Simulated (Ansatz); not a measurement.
# CH₃HfNO₄: ionisation energy by level of theory

One table from this session's results is given with a row withheld; the runs are named, their logs left out.

Method: unrestricted cation, the program's frozen cores in correlated methods; program: Ansatz 0.2.0, Gaussian basis.

Levels to be run: UKS PBE-D4/def2-TZVPP; UKS r2SCAN-D4/def2-TZVPP; UKS PBE0-D4/def2-TZVPP; UKS B3LYP-D4/def2-TZVPP; UKS wB97X-V/def2-TZVPP; UKS wB97M-V/def2-TZVPP; UKS B2PLYP/def2-TZVPP; UHF-CCSD(T)/def2-TZVPP; UHF-MP2/def2-QZVPP; extrapolation to the limit; then −ε(HOMO) from the neutral's earlier runs with LDA (SPW92), PBE-D4, revPBE-D4, BLYP-D4, r2SCAN-D4, B97M-V, PBE0-D4, B3LYP-D4, r2SCANh-D4, r2SCAN0-D4, HSE06-D4, BHLYP-D4, CAM-B3LYP-D4, LC-ωPBE, ωB97X-V, ωB97M-V.

## The relaxed structure

The geometry comes from an earlier relaxation with PBE0-D4 in a triple-zeta def2 set; it is a stationary point, not always the lowest conformer. Hf takes the def2 core potential; no spin-orbit term is included.

SMILES `O=C=[N][Hf]([OH])([OH])[OH]`, 10 atoms, charge 0, spin multiplicity 1.

Atoms are counted from 1 here; the program's logs count them from 0.

Bond lengths: O1–C2 1.169 Å, C2–N3 1.198 Å, N3–Hf4 2.062 Å, Hf4–O5 1.920 Å, Hf4–O6 1.920 Å, Hf4–O7 1.920 Å, O5–H8 0.951 Å, O6–H9 0.951 Å, O7–H10 0.951 Å. Angles: O1–C2–N3 180.0°, C2–N3–Hf4 180.0°, N3–Hf4–O5 108.6°, N3–Hf4–O6 108.7°, N3–Hf4–O7 108.6°, O5–Hf4–O6 110.3°, O5–Hf4–O7 110.3°, O6–Hf4–O7 110.3°, Hf4–O5–H8 160.6°, Hf4–O6–H9 160.6°, Hf4–O7–H10 160.6°.

Coordinates:

```xyz
10
charge 0, multiplicity 1
O     2.2211   -2.6098    1.9585
C     1.5636   -1.8369    1.3791
N     0.8897   -1.0448    0.7853
Hf   -0.2707    0.3182   -0.2386
O    -1.5748   -0.6395   -1.2718
O    -1.1400    1.4629    1.0339
O     0.8663    1.3483   -1.3924
H    -2.4159   -0.9566   -1.5831
H    -1.3874    2.2464    1.5134
H     1.2482    1.7118   -2.1843
```

Set-up of the first run:

in.yaml reads:

```yaml
crystal:
  periodic: [false, false, false]
  atoms:
    - {symbol: O, position_ang: [2.221131, -2.609849, 1.958519]}
    - {symbol: C, position_ang: [1.563569, -1.836929, 1.379105]}
    - {symbol: N, position_ang: [0.889677, -1.044802, 0.785300]}
    - {symbol: Hf, position_ang: [-0.270736, 0.318218, -0.238609]}
    - {symbol: O, position_ang: [-1.574820, -0.639492, -1.271791]}
    - {symbol: O, position_ang: [-1.140042, 1.462948, 1.033881]}
    - {symbol: O, position_ang: [0.866339, 1.348303, -1.392417]}
    - {symbol: H, position_ang: [-2.415929, -0.956572, -1.583120]}
    - {symbol: H, position_ang: [-1.387371, 2.246417, 1.513399]}
    - {symbol: H, position_ang: [1.248182, 1.711758, -2.184266]}
basis:
  gaussian: {orbitals: def2-TZVPP}
total_charge: 1
magnetization: {spin_polarized: true, initial_magnetization: 1}
hamiltonian: {xc: pbe, dispersion: d4}
```

Command:

```console
$ ansatz run in.yaml --threads 2 --pin off --events-out ev --progress --plain --max-ram 22528MiB --backend cuda --devices 0, --max-vram 18GiB
```

Among the steps run: Cation, UKS PBE-D4/def2-TZVPP; Cation, UKS r2SCAN-D4/def2-TZVPP; Cation, UKS PBE0-D4/def2-TZVPP; Cation, UKS B3LYP-D4/def2-TZVPP; Cation, UKS wB97X-V/def2-TZVPP; Cation, UKS wB97M-V/def2-TZVPP; Cation, UKS B2PLYP (frozen core)/def2-TZVPP; Cation, UHF-CCSD(T)/def2-TZVPP; Cation, UHF-MP2/def2-QZVPP.

One table of the session follows, with a row left open; its other results are not shown here.

For comparison, −ε(HOMO) of the neutral from earlier runs:

| functional | −ε(HOMO) (eV) |
| --- | --- |
| LDA (SPW92) | 7.01 |
| PBE-D4 | 6.76 |
| revPBE-D4 | 6.68 |
| BLYP-D4 | 6.63 |
| r2SCAN-D4 | 7.09 |
| B97M-V | 7.09 |
| PBE0-D4 | 8.19 |
| B3LYP-D4 | 7.94 |
| r2SCANh-D4 | 7.62 |
| r2SCAN0-D4 | 8.43 |
| HSE06-D4 | ? |
| BHLYP-D4 | 9.52 |
| CAM-B3LYP-D4 | 9.56 |
| LC-ωPBE | 10.88 |
| ωB97X-V | 10.53 |
| ωB97M-V | 10.44 |

Q: Estimate the row for HSE06-D4 from the others.

As computed: −ε(HOMO) (eV): 7.79. In the column «−ε(HOMO) (eV)» it lies between r2SCANh-D4 (7.62) and B3LYP-D4 (7.94).

Caveats from the session: The cation may have settled in a state other than its lowest; no search over hole states beyond the program's own was made.
